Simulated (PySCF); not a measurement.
# CH9NSi3: the cost of one run

The runs use PySCF 2.14.0, with density-fitted response routines of our own; the level of theory stands in each step. All values are computed, except where a source is named. Atoms count from 0, in the outputs and in this text.

**1. The starting structure**

14 atoms, charge 0, multiplicity 1; geometry from: GFN2-xTB. The atoms were then displaced at random by about 0.01 Å, so the start is not that level's minimum.

Bonds of the start (Å): N0–C1 1.25, C1–Si2 1.90, Si2–Si3 2.32, Si2–Si4 2.34, N0–H5 1.02, C1–H6 1.09, Si2–H7 1.48, Si3–H8 1.48, Si3–H9 1.43, Si3–H10 1.48, Si4–H11 1.47, Si4–H12 1.44, Si4–H13 1.49.

**2. Optimising the geometry at PBE0-D3(BJ)/def2-SVP**

Job settings and geometry (Å):

```
{"job": {"xc": "PBE0", "basis": "def2-SVP", "d3": "d3bj", "grid": 1, "shake": 0.01, "kind": "geom"}, "charge": 0, "multiplicity": 1}
N     -2.203510    -1.793090    -0.568900
C     -1.488470    -1.008960     0.097220
Si     0.080790    -0.089640    -0.455410
Si    -0.303600     2.192090    -0.313710
Si     1.854730    -0.937520     0.806040
H     -1.928280    -1.902240    -1.541030
H     -1.800430    -0.864340     1.130570
H      0.261060    -0.492290    -1.869020
H     -1.463910     2.646690    -1.111490
H      0.832870     2.959830    -0.719720
H     -0.640970     2.578600     1.079500
H      3.122790    -0.283180     0.445230
H      2.033940    -2.364250     0.674060
H      1.635830    -0.656790     2.249300
```

The run is started by

```
$ OMP_NUM_THREADS=1 python probes_run.py task.json out
```

This one command runs all jobs of the session in turn.

**Question.** How long does this first job take on 1 thread of Arm Neoverse V1, shared host, and how much memory does it need?

About 43 s, with a peak of 0.5 GiB.
